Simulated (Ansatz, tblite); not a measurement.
# 1-ethyl-3-methylimidazolium bistriflimide (C8H11F6N3O4S2): a ladder of methods and basis sets

How do method and basis change the picture of 1-ethyl-3-methylimidazolium bistriflimide (C8H11F6N3O4S2) (singlet)?

The runs use Ansatz 0.2.0, Gaussian basis; as each input shows.

The runs, in order: GFN1-xTB, GFN2-xTB, PBE-D4/def2-TZVP, r2SCAN-D4/def2-TZVP, r2SCANh-D4/def2-TZVP, r2SCAN0-D4/def2-TZVP, LC-ωPBE/def2-TZVP, PBE+5HF/def2-SVP, PBE+10HF/def2-SVP, PBE+15HF/def2-SVP, PBE+35HF/def2-SVP, PBE+50HF/def2-SVP, PBE-D4/def2-SVP, PBE0-D4/def2-SVP, HF/STO-3G, MP2/def2-SVP, RPA/def2-SVP.

## 1. The structure

The singlet was relaxed beforehand with r2SCAN-D4/def2-SVP.

SMILES `CCn1cc[n+](C)c1.O=S(=O)([N-]S(=O)(=O)C(F)(F)F)C(F)(F)F`, 34 atoms, charge 0, spin multiplicity 1.

Bond lengths: C1–C2 1.517 Å, C1–H9 1.100 Å, C1–H10 1.101 Å, C1–H11 1.101 Å, C2–N3 1.468 Å, C2–H12 1.099 Å, C2–H13 1.101 Å, N3–C4 1.379 Å, N3–C8 1.337 Å, C4–C5 1.367 Å, C4–H14 1.086 Å, C5–N6 1.380 Å, C5–H15 1.087 Å, N6–C7 1.457 Å, N6–C8 1.337 Å, C7–H16 1.099 Å, C7–H17 1.097 Å, C7–H18 1.099 Å and more. Angles: C2–C1–H9 109.3°, C2–C1–H10 111.8°, C2–C1–H11 111.5°, H9–C1–H10 107.6°, H9–C1–H11 108.2°, H10–C1–H11 108.4°, C1–C2–N3 112.5°, C1–C2–H12 112.4°, C1–C2–H13 113.1°, N3–C2–H12 106.0°, N3–C2–H13 105.9°, H12–C2–H13 106.2°, C2–N3–C4 126.2°, C2–N3–C8 124.6°, C4–N3–C8 108.7°, N3–C4–C5 107.0°, N3–C4–H14 122.1°, C5–C4–H14 130.8° and more.

Coordinates:

```xyz
34
C8H11F6N3O4S2
C     3.34608    0.36701    1.96722
C     2.17559   -0.05890    1.10099
N     0.89938    0.49565    1.56726
C     0.22033    0.12712    2.70993
C    -0.99571    0.75006    2.67025
N    -1.03137    1.48879    1.50518
C    -2.20054    2.15654    0.94772
C     0.12106    1.31349    0.85107
H     4.27102   -0.07956    1.57435
H     3.22915    0.02703    3.00800
H     3.46802    1.46104    1.97123
H     2.28508    0.26790    0.05721
H     2.03654   -1.15068    1.06903
H     0.63413   -0.57824    3.42501
H    -1.84480    0.70018    3.34668
H    -3.00414    1.41344    0.85189
H    -1.94105    2.51562   -0.05627
H    -2.50671    2.99042    1.59476
H     0.32762    1.70662   -0.14709
O    -0.06420   -2.26505    0.64694
S    -0.94420   -1.58038   -0.30814
O    -2.13968   -0.88213    0.19317
N    -0.00519   -0.67787   -1.25995
S    -0.66088    0.30129   -2.36827
O    -0.57999    1.72394   -1.96105
O    -1.89668   -0.18000   -2.98581
C     0.68251    0.14154   -3.64803
F     1.85652    0.52158   -3.13667
F     0.38737    0.93051   -4.67696
F     0.77546   -1.11221   -4.06949
C    -1.61088   -2.95616   -1.42065
F    -1.63525   -4.08700   -0.71767
F    -2.83714   -2.67348   -1.82752
F    -0.81744   -3.11808   -2.47432
```

PBE0-D4/def2-TZVP was run before; its log isn't repeated, and its numbers join the tables.

## 2. GFN1-xTB

Tight binding, by tblite at 300 K electronic temperature and without a spin-polarisation term:

```python
tblite.interface.Calculator('GFN1-xTB', numbers, positions, charge=0, uhf=0).singlepoint()
```

Energy -2429.3973 eV, HOMO -11.99 eV, LUMO -8.54 eV; 0.068 s.

## 3. GFN2-xTB

Tight binding, by tblite at 300 K electronic temperature and without a spin-polarisation term:

```python
tblite.interface.Calculator('GFN2-xTB', numbers, positions, charge=0, uhf=0).singlepoint()
```

Energy -2249.8261 eV, HOMO -11.24 eV, LUMO -7.75 eV; 0.057 s.

## 4. PBE-D4/def2-TZVP

start.molden holds the orbitals of an earlier run on this state, given as this run's starting guess.

Contents of in.yaml:

```yaml
crystal:
  periodic: [false, false, false]
  atoms:
    - {symbol: C, position_ang: [3.346084, 0.367015, 1.967222]}
    - {symbol: C, position_ang: [2.175591, -0.058898, 1.100992]}
    - {symbol: N, position_ang: [0.899378, 0.495646, 1.567258]}
    - {symbol: C, position_ang: [0.220328, 0.127117, 2.709932]}
    - {symbol: C, position_ang: [-0.995713, 0.750063, 2.670252]}
    - {symbol: N, position_ang: [-1.031369, 1.488790, 1.505177]}
    - {symbol: C, position_ang: [-2.200543, 2.156543, 0.947722]}
    - {symbol: C, position_ang: [0.121061, 1.313485, 0.851071]}
    - {symbol: H, position_ang: [4.271021, -0.079558, 1.574354]}
    - {symbol: H, position_ang: [3.229151, 0.027025, 3.008000]}
    - {symbol: H, position_ang: [3.468017, 1.461037, 1.971226]}
    - {symbol: H, position_ang: [2.285076, 0.267900, 0.057208]}
    - {symbol: H, position_ang: [2.036540, -1.150677, 1.069027]}
    - {symbol: H, position_ang: [0.634127, -0.578243, 3.425014]}
    - {symbol: H, position_ang: [-1.844801, 0.700184, 3.346677]}
    - {symbol: H, position_ang: [-3.004145, 1.413441, 0.851893]}
    - {symbol: H, position_ang: [-1.941047, 2.515625, -0.056272]}
    - {symbol: H, position_ang: [-2.506711, 2.990420, 1.594765]}
    - {symbol: H, position_ang: [0.327621, 1.706624, -0.147094]}
    - {symbol: O, position_ang: [-0.064204, -2.265048, 0.646937]}
    - {symbol: S, position_ang: [-0.944196, -1.580375, -0.308136]}
    - {symbol: O, position_ang: [-2.139684, -0.882127, 0.193168]}
    - {symbol: N, position_ang: [-0.005185, -0.677874, -1.259947]}
    - {symbol: S, position_ang: [-0.660879, 0.301294, -2.368272]}
    - {symbol: O, position_ang: [-0.579990, 1.723942, -1.961046]}
    - {symbol: O, position_ang: [-1.896675, -0.180003, -2.985811]}
    - {symbol: C, position_ang: [0.682512, 0.141536, -3.648030]}
    - {symbol: F, position_ang: [1.856520, 0.521583, -3.136666]}
    - {symbol: F, position_ang: [0.387372, 0.930505, -4.676961]}
    - {symbol: F, position_ang: [0.775457, -1.112214, -4.069491]}
    - {symbol: C, position_ang: [-1.610877, -2.956160, -1.420652]}
    - {symbol: F, position_ang: [-1.635252, -4.087004, -0.717673]}
    - {symbol: F, position_ang: [-2.837136, -2.673483, -1.827519]}
    - {symbol: F, position_ang: [-0.817439, -3.118080, -2.474323]}
basis:
  gaussian: {orbitals: def2-TZVP, fitting: {mean_field: def2-universal-jkfit}, initial_orbitals: start.molden}
hamiltonian: {xc: pbe, dispersion: d4}
scf: {omitted_lower_state_checks: [starts]}
output: {orbitals: {seedname: orbitals}}
```

On the command line:

```console
> ansatz run in.yaml --threads 2 --pin off --events-out ev --progress --plain --max-ram 31744MiB --backend cuda --devices 0, --max-vram 18GiB
```

Further steps of the session: r2SCAN-D4/def2-TZVP; r2SCANh-D4/def2-TZVP; r2SCAN0-D4/def2-TZVP; LC-ωPBE/def2-TZVP; PBE+5HF/def2-SVP; PBE+10HF/def2-SVP; PBE+15HF/def2-SVP; PBE+35HF/def2-SVP; PBE+50HF/def2-SVP; PBE-D4/def2-SVP; PBE0-D4/def2-SVP; HF/STO-3G; MP2/def2-SVP; RPA/def2-SVP.

Q: Predict the results of all the runs planned. Wanted: gap in def2-TZVP, named functionals, smallest and largest; gap over the share of exact exchange; correlation energy, MP2/def2-SVP; binding an atom, functionals in def2-TZVP; PBE0 total energy, smallest basis above largest.

**Answer**, as computed:

| quantity | value |
| --- | --- |
| gap in def2-TZVP, named functionals, smallest and largest | 4.21 eV (PBE-D4), 11.68 eV (LC-ωPBE) |
| gap over the share of exact exchange | 4.05 eV at 0, 9.17 eV at 0.5 |
| correlation energy, MP2/def2-SVP | -101.10 eV |
| binding an atom, functionals in def2-TZVP | 4.10 (r2SCAN0-D4) to 4.43 eV (PBE-D4) |
| PBE0 total energy, smallest basis above largest | 53.95 eV (def2-SVP, def2-TZVP) |

In words: Orbital gaps of the named functionals in def2-TZVP span 4.21 eV (PBE-D4) to 11.68 eV (LC-ωPBE); exact exchange widens it. Raising the share of exact exchange from 0 to 0.5 moves the HOMO by -3.22 eV and the LUMO by +1.89 eV.
